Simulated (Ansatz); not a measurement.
**CH6SeSi2: up Jacob's ladder to CCSD(T)**

One table from this session's results is given with a row withheld; the runs are named, their logs left out.

The runs use Ansatz 0.2.0, Gaussian basis; functionals in def2-TZVPP, the program's frozen cores in correlated methods.

Plan: PBE-D4, r2SCAN-D4, PBE0-D4, B3LYP-D4, ωB97X-V, ωB97M-V, B2PLYP; CCSD(T)/def2-TZVPP; MP2/def2-QZVPP; extrapolation to the limit.

## Structure used throughout

An earlier PBE0-D4 in a triple-zeta def2 set relaxation fixed the geometry.

SMILES `[SeH][SiH]1C[SiH2]1`, 10 atoms, charge 0, spin multiplicity 1.

Atoms are counted from 1 here; the program's logs count them from 0.

Bond lengths: Se1–Si2 2.266 Å, Se1–H5 1.472 Å, Si2–C3 1.894 Å, Si2–Si4 2.245 Å, Si2–H6 1.482 Å, C3–Si4 1.899 Å, C3–H7 1.089 Å, C3–H8 1.088 Å, Si4–H9 1.481 Å, Si4–H10 1.482 Å. Angles: Si2–Se1–H5 94.2°, Se1–Si2–C3 117.3°, Se1–Si2–Si4 118.1°, Se1–Si2–H6 114.8°, C3–Si2–Si4 53.8°, C3–Si2–H6 115.6°, Si4–Si2–H6 123.0°, Si2–C3–Si4 72.6°, Si2–C3–H7 116.7°, Si2–C3–H8 117.2°, Si4–C3–H7 117.0°, Si4–C3–H8 116.9°, H7–C3–H8 111.6°, Si2–Si4–C3 53.6°, Si2–Si4–H9 121.4°, Si2–Si4–H10 121.8°, C3–Si4–H9 116.5°, C3–Si4–H10 116.4° and more.

The first run:

Contents of in.yaml:

```yaml
crystal:
  periodic: [false, false, false]
  atoms:
    - {symbol: Se, position_ang: [-2.615373, 0.556601, -0.231736]}
    - {symbol: Si, position_ang: [-0.445836, 0.739292, 0.395824]}
    - {symbol: C, position_ang: [0.850691, -0.096102, -0.702681]}
    - {symbol: Si, position_ang: [0.678054, -1.144690, 0.871376]}
    - {symbol: H, position_ang: [-2.502712, 1.562066, -1.300790]}
    - {symbol: H, position_ang: [-0.065417, 2.064559, 0.939903]}
    - {symbol: H, position_ang: [1.790464, 0.435920, -0.841551]}
    - {symbol: H, position_ang: [0.501567, -0.542362, -1.631046]}
    - {symbol: H, position_ang: [0.051273, -2.476793, 0.713611]}
    - {symbol: H, position_ang: [1.840590, -1.149792, 1.789890]}
basis:
  gaussian: {orbitals: def2-TZVPP}
hamiltonian: {xc: pbe, dispersion: d4}
output: {forces: true, orbitals: {seedname: orbitals}}
```

On the command line:

```console
> ansatz run in.yaml --threads 4 --pin off --events-out ev --progress --plain --max-ram 10444MiB
```

Among the steps run: PBE-D4 (GGA); r2SCAN-D4 (meta-GGA); PBE0-D4 (hybrid); B3LYP-D4 (hybrid); ωB97X-V (range-separated); ωB97M-V (range-separated); B2PLYP (double hybrid); CCSD(T) in def2-TZVPP; MP2 in def2-QZVPP.

One of the session's tables, all rows but one given; the rest of the session is left out.

| method | atomisation energy (kJ/mol) |
| --- | --- |
| PBE-D4 | 3162.8 |
| r2SCAN-D4 | 3158.0 |
| PBE0-D4 | 3136.7 |
| B3LYP-D4 | 3125.9 |
| ωB97X-V | 3163.8 |
| ωB97M-V | 3136.8 |
| B2PLYP | 3082.7 |
| HF/def2-TZVPP | 2282.2 |
| MP2/def2-TZVPP | 3063.9 |
| CCSD/def2-TZVPP | ? |
| CCSD(T)/def2-TZVPP | 3054.1 |
| MP2/CBS | 3156.3 |
| CCSD(T)/CBS | 3146.5 |

Q: Estimate the row for CCSD/def2-TZVPP from the others.

**Answer.** atomisation energy (kJ/mol): 3007.3. In the column «atomisation energy (kJ/mol)» it lies between HF/def2-TZVPP (2282.2) and CCSD(T)/def2-TZVPP (3054.1).

Caveats from the session: Free atoms (1 Se, 2 Si, 1 C, 6 H) were run apart at each level; the atomisation energy is their sum less the molecule, without zero-point or spin-orbit terms.
